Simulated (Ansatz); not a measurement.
# Cl₂H₄O₂Si₂: up Jacob's ladder to CCSD(T)

One table from this session's results is given with a row withheld; the runs are named, their logs left out.

Computed with Ansatz 0.2.0, Gaussian basis. Level: functionals in def2-TZVPP, the program's frozen cores in correlated methods.

Plan: PBE-D4, r2SCAN-D4, PBE0-D4, B3LYP-D4, ωB97X-V, ωB97M-V, B2PLYP; CCSD(T)/def2-TZVPP; MP2/def2-QZVPP; extrapolation to the limit.

### Structure used throughout

An earlier PBE0-D4 in a triple-zeta def2 set relaxation fixed the geometry.

SMILES `O[Si](Cl)(Cl)O[SiH3]`, 10 atoms, charge 0, spin multiplicity 1.

Atoms are counted from 1 here; the program's logs count them from 0.

Bond lengths: O1–Si2 1.616 Å, O1–H7 0.958 Å, Si2–Cl3 2.039 Å, Si2–Cl4 2.039 Å, Si2–O5 1.597 Å, O5–Si6 1.645 Å, Si6–H8 1.481 Å, Si6–H9 1.483 Å, Si6–H10 1.483 Å. Angles: Si2–O1–H7 118.3°, O1–Si2–Cl3 111.0°, O1–Si2–Cl4 111.0°, O1–Si2–O5 107.0°, Cl3–Si2–Cl4 107.2°, Cl3–Si2–O5 110.4°, Cl4–Si2–O5 110.3°, Si2–O5–Si6 148.9°, O5–Si6–H8 107.4°, O5–Si6–H9 109.5°, O5–Si6–H10 109.4°, H8–Si6–H9 110.3°, H8–Si6–H10 110.3°, H9–Si6–H10 109.9°.

Coordinates:

```mol
Cl2H4O2Si2
  3D, bonds by distance, orders not assigned

 10  9  0  0  0  0  0  0  0  0999 V2000
   -0.0910   -2.3200   -0.7823 O   0  0
   -0.2851   -0.7202   -0.9037 Si  0  0
    0.7852    0.0283   -2.4689 Cl  0  0
   -2.2405   -0.2434   -1.2282 Cl  0  0
    0.2208   -0.0832    0.4709 O   0  0
    0.4551    1.2517    1.4037 Si  0  0
   -0.3402   -2.8667   -1.5291 H   0  0
    0.9984    0.7949    2.7030 H   0  0
   -0.8386    1.9488    1.6036 H   0  0
    1.4188    2.1586    0.7340 H   0  0
  1  2  8  0
  2  3  8  0
  2  4  8  0
  2  5  8  0
  5  6  8  0
  1  7  8  0
  6  8  8  0
  6  9  8  0
  6 10  8  0
M  END
```

Set-up of the first run:

in.yaml

```yaml
crystal:
  periodic: [false, false, false]
  atoms:
    - {symbol: O, position_ang: [-0.090980, -2.320041, -0.782252]}
    - {symbol: Si, position_ang: [-0.285138, -0.720203, -0.903730]}
    - {symbol: Cl, position_ang: [0.785246, 0.028266, -2.468949]}
    - {symbol: Cl, position_ang: [-2.240532, -0.243411, -1.228236]}
    - {symbol: O, position_ang: [0.220824, -0.083170, 0.470950]}
    - {symbol: Si, position_ang: [0.455149, 1.251730, 1.403747]}
    - {symbol: H, position_ang: [-0.340178, -2.866707, -1.529089]}
    - {symbol: H, position_ang: [0.998413, 0.794916, 2.703040]}
    - {symbol: H, position_ang: [-0.838608, 1.948848, 1.603573]}
    - {symbol: H, position_ang: [1.418804, 2.158571, 0.734045]}
basis:
  gaussian: {orbitals: def2-TZVPP}
hamiltonian: {xc: pbe, dispersion: d4}
output: {forces: true, orbitals: {seedname: orbitals}}
```

Command:

```
ansatz run in.yaml --threads 2 --pin off --events-out ev --progress --plain --max-ram 32768MiB --backend cuda --devices 0, --max-vram 18GiB
```

Steps of the session up to this table: PBE-D4 (GGA); r2SCAN-D4 (meta-GGA); PBE0-D4 (hybrid); B3LYP-D4 (hybrid); ωB97X-V (range-separated); ωB97M-V (range-separated); B2PLYP (double hybrid); CCSD(T) in def2-TZVPP; MP2 in def2-QZVPP.

One table of the session follows, with a row left open; its other results are not shown here.

| method | atomisation energy (kJ/mol) |
| --- | --- |
| PBE-D4 | 3676.7 |
| r2SCAN-D4 | 3685.1 |
| PBE0-D4 | 3625.1 |
| B3LYP-D4 | 3636.2 |
| ωB97X-V | 3692.2 |
| ωB97M-V | 3691.7 |
| B2PLYP | 3612.6 |
| HF/def2-TZVPP | 2706.0 |
| MP2/def2-TZVPP | 3679.1 |
| CCSD/def2-TZVPP | ? |
| CCSD(T)/def2-TZVPP | 3570.6 |
| MP2/CBS | 3804.1 |
| CCSD(T)/CBS | 3695.6 |

Q: Estimate the row for CCSD/def2-TZVPP from the others.

As computed: atomisation energy (kJ/mol): 3514.4. In the column «atomisation energy (kJ/mol)» it lies between HF/def2-TZVPP (2706.0) and CCSD(T)/def2-TZVPP (3570.6).
